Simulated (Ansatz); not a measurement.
Runs of Ansatz 0.2.0 on WS. Symmetry: Pm-3m, No. 221, cubic system. The conventional cell has a = 3.008 Å, b = 3.008 Å, c = 3.008 Å, α = 90.00°, β = 90.00°, γ = 90.00°. W (site symmetry m-3m) is surrounded by 8 S at 2.60 Å. S (site symmetry m-3m) is surrounded by 8 W at 2.60 Å. The cell was built by a generator and needn't be a form met in nature.

```csv
task,level,cell,cutoff (eV),points for each segment of the path,gap on the mesh (eV),pressure (GPa),relaxed volume (Å³/atom)
relaxation of cell and atoms,HSEsol,relaxed,420,-,none,0.0,12.96
single point,r2SCAN50,as given,500,-,none,(a),-
relaxation of cell and atoms,HF,relaxed,420,-,none,0.0,13.52
band structure,HSEsol,as given,420,4,none,(b),-
single point,r2SCAN0,as given,500,-,none,-9.9,-
```

Alike in all rows: potentials or basis Ansatz PAW; no spin polarisation; k mesh 5 × 5 × 5; smearing fermi-dirac 0.05 eV; the mesh is coarse, so values aren't converged.

Question: Estimate the missing entries.

Answer: (a) -16.4; (b) -12.8.

Caveats: all runs use coarse meshes; the PAW data sets come from PBE, with cores solved anew for the run's functional, which leaves a small shift of forces and pressure; the thresholds are loose for stress (some runs); the plane-wave basis is chosen anew once the cell has moved, so the energies of steps on either side of that aren't comparable (some runs); so large a pressure means that the cell lies far from this level's equilibrium, or that cutoff or potentials fall short (some runs); spin-orbit coupling is left out, which moves the levels of the heavy elements (some runs).

A k mesh can miss the band edges, and the runs leave out spin-orbit coupling on W.

A gap of «none» marks a metal or a gap under the smearing width.
